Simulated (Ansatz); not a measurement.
# C8H16: how energies converge with the basis set

Aim: see how fast density functionals converge with the basis set for C8H16.

Method: one geometry, several basis sets; program: Ansatz 0.2.0, Gaussian basis.

Plan: PBE0-D4/def2-SVP; ωB97M-V/def2-SVP; PBE0-D4/def2-QZVPP; ωB97M-V/def2-QZVPP; the functionals' def2-TZVPP values are taken from earlier runs.

## Step 1: Structure used throughout

The geometry comes from an earlier relaxation with PBE0-D4 in a triple-zeta def2 set; it is a stationary point, not always the lowest conformer.

SMILES `C[C@H]1CC[C@H](C)CC1`, 24 atoms, charge 0, spin multiplicity 1.

Atoms are counted from 1 here; the program's logs count them from 0.

Bond lengths: C1–C2 1.518 Å, C1–H9 1.093 Å, C1–H10 1.093 Å, C1–H11 1.095 Å, C2–C3 1.524 Å, C2–C8 1.524 Å, C2–H12 1.100 Å, C3–C4 1.521 Å, C3–H13 1.099 Å, C3–H14 1.095 Å, C4–C5 1.524 Å, C4–H15 1.099 Å, C4–H16 1.095 Å, C5–C6 1.518 Å, C5–C7 1.524 Å, C5–H17 1.100 Å, C6–H18 1.093 Å, C6–H19 1.095 Å and more. Angles: C2–C1–H9 111.4°, C2–C1–H10 111.4°, C2–C1–H11 110.7°, H9–C1–H10 107.9°, H9–C1–H11 107.6°, H10–C1–H11 107.6°, C1–C2–C3 111.6°, C1–C2–C8 111.6°, C1–C2–H12 108.3°, C3–C2–C8 110.0°, C3–C2–H12 107.6°, C8–C2–H12 107.6°, C2–C3–C4 112.2°, C2–C3–H13 108.6°, C2–C3–H14 109.9°, C4–C3–H13 109.4°, C4–C3–H14 110.3°, H13–C3–H14 106.3° and more.

As a file:

```
C     2.31202    1.00323   -1.47808
C     0.94746    0.51218   -1.02831
C     1.00698   -0.92354   -0.51971
C    -0.34867   -1.41909   -0.04057
C    -0.94745   -0.51218    1.02829
C    -2.31198   -1.00324    1.47815
C    -1.00701    0.92353    0.51967
C     0.34863    1.41910    0.04053
H     2.26060    2.02391   -1.86657
H     2.72683    0.36517   -2.26304
H     3.01820    1.00178   -0.64156
H     0.27102    0.52944   -1.89538
H     1.72649   -0.97234    0.30899
H     1.39604   -1.58073   -1.30461
H    -1.04206   -1.46323   -0.89151
H    -0.26569   -2.44165    0.34259
H    -0.27096   -0.52941    1.89532
H    -2.26055   -2.02397    1.86650
H    -3.01826   -1.00164    0.64172
H    -2.72667   -0.36526    2.26325
H    -1.72651    0.97230   -0.30904
H    -1.39609    1.58073    1.30456
H     1.04201    1.46327    0.89147
H     0.26564    2.44165   -0.34266
```

## Step 2: PBE0-D4 in def2-SVP

Input file in.yaml:

```yaml
crystal:
  periodic: [false, false, false]
  atoms:
    - {symbol: C, position_ang: [2.312022, 1.003231, -1.478079]}
    - {symbol: C, position_ang: [0.947457, 0.512181, -1.028311]}
    - {symbol: C, position_ang: [1.006982, -0.923538, -0.519711]}
    - {symbol: C, position_ang: [-0.348667, -1.419091, -0.040575]}
    - {symbol: C, position_ang: [-0.947450, -0.512179, 1.028290]}
    - {symbol: C, position_ang: [-2.311981, -1.003235, 1.478152]}
    - {symbol: C, position_ang: [-1.007010, 0.923529, 0.519668]}
    - {symbol: C, position_ang: [0.348633, 1.419096, 0.040531]}
    - {symbol: H, position_ang: [2.260603, 2.023913, -1.866570]}
    - {symbol: H, position_ang: [2.726831, 0.365166, -2.263045]}
    - {symbol: H, position_ang: [3.018200, 1.001776, -0.641558]}
    - {symbol: H, position_ang: [0.271016, 0.529443, -1.895382]}
    - {symbol: H, position_ang: [1.726488, -0.972339, 0.308993]}
    - {symbol: H, position_ang: [1.396042, -1.580726, -1.304613]}
    - {symbol: H, position_ang: [-1.042057, -1.463228, -0.891506]}
    - {symbol: H, position_ang: [-0.265688, -2.441652, 0.342593]}
    - {symbol: H, position_ang: [-0.270955, -0.529415, 1.895320]}
    - {symbol: H, position_ang: [-2.260550, -2.023973, 1.866495]}
    - {symbol: H, position_ang: [-3.018262, -1.001636, 0.641719]}
    - {symbol: H, position_ang: [-2.726670, -0.365263, 2.263254]}
    - {symbol: H, position_ang: [-1.726514, 0.972297, -0.309040]}
    - {symbol: H, position_ang: [-1.396085, 1.580726, 1.304556]}
    - {symbol: H, position_ang: [1.042012, 1.463266, 0.891468]}
    - {symbol: H, position_ang: [0.265640, 2.441648, -0.342658]}
basis:
  gaussian: {orbitals: def2-SVP}
hamiltonian: {xc: pbe0, dispersion: d4}
output: {orbitals: {seedname: orbitals}}
```

The run is started by

```sh
> ansatz run in.yaml --threads 4 --pin off --events-out ev --progress --plain --max-ram 66560MiB --backend cpu
```

Further steps of the session: ωB97M-V in def2-SVP; PBE0-D4 in def2-QZVPP; ωB97M-V in def2-QZVPP.

**Question.** What will the summary of the whole plan be? Wanted: PBE0-D4: double and triple zeta above quadruple; ωB97M-V: double and triple zeta above quadruple.

The runs gave:

| quantity | value |
| --- | --- |
| PBE0-D4: double and triple zeta above quadruple | 9.49, 0.48 eV |
| ωB97M-V: double and triple zeta above quadruple | 10.07, 0.47 eV |

What this shows: PBE0-D4 gains 9.02 eV from double to triple zeta, then 0.48 eV more. These are total energies; as a rule much of such shifts cancels in differences, which this series doesn't test. The LUMO of ωB97M-V is positive and keeps falling with the basis (3.48 to 1.99 eV): an unbound level that the basis holds in place.
